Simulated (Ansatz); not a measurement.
# Cl4Hf: the cost of one run

Method: PBE0-D4/def2-TZVP structures, single points in def2-TZVPP, no counterpoise correction; program: Ansatz 0.2.0, Gaussian basis.

Levels: SPW92, PBE-D4, BLYP-D4, r2SCAN-D4, B97M-V, PBE0-D4, B3LYP-D4, r2SCAN0-D4, BHLYP-D4, CAM-B3LYP-D4, wB97X-V, wB97M-V, B2PLYP, PBE-QIDH, RPA on PBE, Hartree-Fock, MP2, CCSD, CCSD(T).

Correlated methods freeze the cores. Core potentials replace the inner electrons past krypton, and spin-orbit coupling is left out. B3LYP uses VWN-RPA correlation. B2PLYP carries no dispersion term here.

88 further runs of the same task are left out: 88 set aside as unsound or not needed.

### Step 1. The starting structure

The complex: 7 atoms, charge 0, spin multiplicity 1.

Atoms are counted from 1 here; the program's logs count them from 0.

Bond lengths: Hf1–Cl2 2.319 Å, Hf1–Cl3 2.317 Å, Hf1–Cl4 2.319 Å, Hf1–Cl5 2.318 Å, H6–H7 0.747 Å. Angles: Cl2–Hf1–Cl3 108.9°, Cl2–Hf1–Cl4 110.2°, Cl2–Hf1–Cl5 110.0°, Cl3–Hf1–Cl4 108.9°, Cl3–Hf1–Cl5 108.9°, Cl4–Hf1–Cl5 110.0°.

Geometry (Å):

| atom | x (Å) | y (Å) | z (Å) |
| --- | --- | --- | --- |
| Hf1 | -0.4955 | -0.6797 | -0.5834 |
| Cl2 | 1.2685 | 0.2293 | -1.7840 |
| Cl3 | -1.5722 | -2.2491 | -1.9050 |
| Cl4 | 0.2937 | -1.7256 | 1.3305 |
| Cl5 | -2.0051 | 0.9842 | -0.0115 |
| H6 | 1.3338 | 1.9240 | 1.1736 |
| H7 | 1.1768 | 1.5169 | 1.7797 |

Its parts: HfCl4 holds atoms 1, 2, 3, 4, 5; H2 holds atoms 6, 7. Each part counts its atoms afresh in its own runs.

### Step 2. Relaxing HfCl4 alone

File relax-a/in.yaml:

```yaml
crystal:
  periodic: [false, false, false]
  atoms:
    - {symbol: Hf, position_ang: [-0.495504, -0.679727, -0.583400]}
    - {symbol: Cl, position_ang: [1.268549, 0.229271, -1.783985]}
    - {symbol: Cl, position_ang: [-1.572248, -2.249082, -1.904959]}
    - {symbol: Cl, position_ang: [0.293674, -1.725623, 1.330501]}
    - {symbol: Cl, position_ang: [-2.005124, 0.984164, -0.011538]}
basis:
  gaussian: {orbitals: def2-TZVP}
hamiltonian: {xc: pbe0, dispersion: d4}
relax: {f_tol: 0.005, max_steps: 200}
```

Command:

```
ansatz run in.yaml --threads 8 --pin off --events-out ev --progress --plain --max-ram 19148MiB
```

What time and memory should one allow on 8 threads of Arm Neoverse V1, shared host?

About 8 s, with a peak of 0.64 GiB.
